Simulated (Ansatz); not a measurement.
# CH5Cl2InSe: the cost of one run

Method: one geometry, several basis sets; program: Ansatz 0.2.0, Gaussian basis.

Levels to be run: PBE0-D4/def2-SVP; ωB97M-V/def2-SVP; PBE0-D4/def2-QZVPP; ωB97M-V/def2-QZVPP; the functionals' def2-TZVPP values are taken from earlier runs.

1 further run of the same task is left out (for a known fault of the program). Runs told in other sessions of the task aren't counted.

**1. Structure used throughout**

The geometry comes from an earlier relaxation with PBE0-D4 in a triple-zeta def2 set; it is a stationary point, not always the lowest conformer. In takes the def2 core potential; no spin-orbit term is included.

SMILES `[CH3][In-]([Cl])([Cl])[SeH2+]`, 10 atoms, charge 0, spin multiplicity 1.

Atoms are counted from 1 here; the program's logs count them from 0.

Bond lengths: C1–In2 2.135 Å, C1–H6 1.089 Å, C1–H7 1.090 Å, C1–H8 1.089 Å, In2–Cl3 2.353 Å, In2–Cl4 2.352 Å, In2–Se5 2.897 Å, Se5–H9 1.470 Å, Se5–H10 1.470 Å. Angles: In2–C1–H6 109.2°, In2–C1–H7 109.8°, In2–C1–H8 109.2°, H6–C1–H7 109.4°, H6–C1–H8 110.0°, H7–C1–H8 109.3°, C1–In2–Cl3 121.9°, C1–In2–Cl4 121.8°, C1–In2–Se5 109.0°, Cl3–In2–Cl4 112.2°, Cl3–In2–Se5 90.0°, Cl4–In2–Se5 90.2°, In2–Se5–H9 97.9°, In2–Se5–H10 98.2°, H9–Se5–H10 91.5°.

**2. PBE0-D4 in def2-SVP**

Contents of in.yaml:

```yaml
crystal:
  periodic: [false, false, false]
  atoms:
    - {symbol: C, position_ang: [-1.476555, -0.875139, 0.276562]}
    - {symbol: In, position_ang: [0.619448, -0.832587, -0.129041]}
    - {symbol: Cl, position_ang: [2.216985, -1.255871, 1.545323]}
    - {symbol: Cl, position_ang: [1.471138, -1.223647, -2.286788]}
    - {symbol: Se, position_ang: [1.498021, 1.924305, -0.269908]}
    - {symbol: H, position_ang: [-1.993406, -1.349537, -0.556619]}
    - {symbol: H, position_ang: [-1.849501, 0.141416, 0.401541]}
    - {symbol: H, position_ang: [-1.652323, -1.438014, 1.192423]}
    - {symbol: H, position_ang: [0.833024, 2.411689, 0.947191]}
    - {symbol: H, position_ang: [0.416368, 2.446084, -1.117784]}
basis:
  gaussian: {orbitals: def2-SVP}
hamiltonian: {xc: pbe0, dispersion: d4}
output: {orbitals: {seedname: orbitals}}
```

On the command line:

```
$ ansatz run in.yaml --threads 4 --pin off --events-out ev --progress --plain --max-ram 11315MiB
```

**Question.** How long does this run take on 4 threads of Intel Xeon at 2.50GHz, shared host, and how much memory does it need?

About 5.5 s, with a peak of 0.38 GiB.
